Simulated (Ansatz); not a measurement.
# CH₃BClFS: how energies converge with the basis set

An exercise on one series of results from a longer session: the logs are not shown, and one member is left open.

The runs use Ansatz 0.2.0, Gaussian basis; one geometry, several basis sets.

The runs, in order: PBE0-D4/def2-SVP; ωB97M-V/def2-SVP; PBE0-D4/def2-QZVPP; ωB97M-V/def2-QZVPP; the functionals' def2-TZVPP values are taken from earlier runs.

**Structure used throughout**

An earlier PBE0-D4 in a triple-zeta def2 set relaxation fixed the geometry.

SMILES `CSB(F)Cl`, 8 atoms, charge 0, spin multiplicity 1.

Atoms are counted from 1 here; the program's logs count them from 0.

Bond lengths: C1–S2 1.811 Å, C1–H6 1.089 Å, C1–H7 1.088 Å, C1–H8 1.088 Å, S2–B3 1.783 Å, B3–F4 1.322 Å, B3–Cl5 1.752 Å. Angles: S2–C1–H6 106.6°, S2–C1–H7 110.7°, S2–C1–H8 110.7°, H6–C1–H7 109.4°, H6–C1–H8 109.4°, H7–C1–H8 110.0°, C1–S2–B3 101.5°, S2–B3–F4 122.0°, S2–B3–Cl5 119.4°, F4–B3–Cl5 118.6°.

Geometry (Å):

```xyz
8
CH3BClFS
C     0.1134    0.9110    0.8974
S    -1.1153    0.1933   -0.2235
B    -0.1517   -1.0546   -1.0557
F     1.1267   -1.2512   -0.7808
Cl   -0.9118   -2.0558   -2.2761
H    -0.3966    1.6937    1.4573
H     0.4895    0.1596    1.5887
H     0.9378    1.3470    0.3369
```

Set-up of the first run:

Contents of in.yaml:

```yaml
crystal:
  periodic: [false, false, false]
  atoms:
    - {symbol: C, position_ang: [0.113407, 0.911018, 0.897424]}
    - {symbol: S, position_ang: [-1.115305, 0.193275, -0.223499]}
    - {symbol: B, position_ang: [-0.151669, -1.054636, -1.055683]}
    - {symbol: F, position_ang: [1.126717, -1.251178, -0.780820]}
    - {symbol: Cl, position_ang: [-0.911840, -2.055828, -2.276124]}
    - {symbol: H, position_ang: [-0.396570, 1.693668, 1.457348]}
    - {symbol: H, position_ang: [0.489535, 0.159555, 1.588659]}
    - {symbol: H, position_ang: [0.937824, 1.347027, 0.336896]}
basis:
  gaussian: {orbitals: def2-SVP}
hamiltonian: {xc: pbe0, dispersion: d4}
output: {orbitals: {seedname: orbitals}}
```

Steps of the session up to this table: PBE0-D4 in def2-SVP; ωB97M-V in def2-SVP; PBE0-D4 in def2-QZVPP; ωB97M-V in def2-QZVPP.

One of the session's tables, all rows but one given; the rest of the session is left out.

It belongs to the step «Density functionals: the series». 

| functional | basis | HOMO (eV) | LUMO (eV) |
| --- | --- | --- | --- |
| PBE0-D4 | def2-SVP | -7.64 | -0.19 |
| PBE0-D4 | def2-TZVPP | -7.73 | -0.49 |
| PBE0-D4 | def2-QZVPP | -7.75 | -0.57 |
| ωB97M-V | def2-SVP | ? | ? |
| ωB97M-V | def2-TZVPP | -9.88 | 1.59 |
| ωB97M-V | def2-QZVPP | -9.91 | 1.44 |

Estimate the missing values for ωB97M-V, def2-SVP.

As computed: HOMO (eV): -9.76; LUMO (eV): 1.96. In the column «HOMO (eV)» it lies between ωB97M-V, def2-TZVPP (-9.88) and PBE0-D4, def2-QZVPP (-7.75).
